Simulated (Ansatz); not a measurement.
# C2H3BCl: the cost of one run

Method: UKS B3LYP/cc-pVDZ, in Ansatz 0.2.0.

### 1 The starting structure

Bond lengths: B1–C2 1.354 Å, C2–C3 1.414 Å, C3–Cl4 1.846 Å, B1–H5 1.142 Å, C3–H6 1.094 Å, C3–H7 1.094 Å. Angles: B1–C2–C3 176.1°, C2–B1–H5 178.9°, C2–C3–Cl4 113.8°, C2–C3–H6 112.2°, C2–C3–H7 112.6°, Cl4–C3–H6 104.4°, Cl4–C3–H7 104.4°, H6–C3–H7 108.7°.

Coordinates:

```xyz
7

B    -1.2509    0.5740   -1.2150
C    -0.3151    0.2720   -0.2845
C     0.6462   -0.1371    0.6680
Cl    1.0671   -1.9316    0.5765
H    -2.0526    0.8389   -1.9842
H     0.2999    0.0098    1.6949
H     1.6056    0.3740    0.5445
```

### 2 Relaxing end A

Input file input.yaml:

```yaml
crystal:
  periodic: [false, false, false]
  atoms:
    - { symbol: B, position_ang: [-1.25094, 0.57397, -1.21505] }
    - { symbol: C, position_ang: [-0.31512, 0.27204, -0.28452] }
    - { symbol: C, position_ang: [0.64622, -0.13705, 0.66798] }
    - { symbol: Cl, position_ang: [1.06706, -1.93162, 0.57645] }
    - { symbol: H, position_ang: [-2.05265, 0.83892, -1.98421] }
    - { symbol: H, position_ang: [0.29987, 0.00979, 1.69489] }
    - { symbol: H, position_ang: [1.60557, 0.37395, 0.54446] }
magnetization:
  spin_polarized: true
  initial_magnetization: 1
basis:
  gaussian: { orbitals: cc-pVDZ }
hamiltonian:
  xc: b3lyp
relax:
  f_tol: 0.02
  max_steps: 50
```

The run is started by

```console
> ansatz run input.yaml --threads 2 --pin off --max-ram 3072MiB --backend cpu --events-out ev --progress --plain --runs-dir out
```

**Question.** How long does this run take on 2 threads of Intel Xeon Platinum 8488C (Sapphire Rapids), shared host, and how much memory does it need?

About 14 s, with a peak of 0.21 GiB.
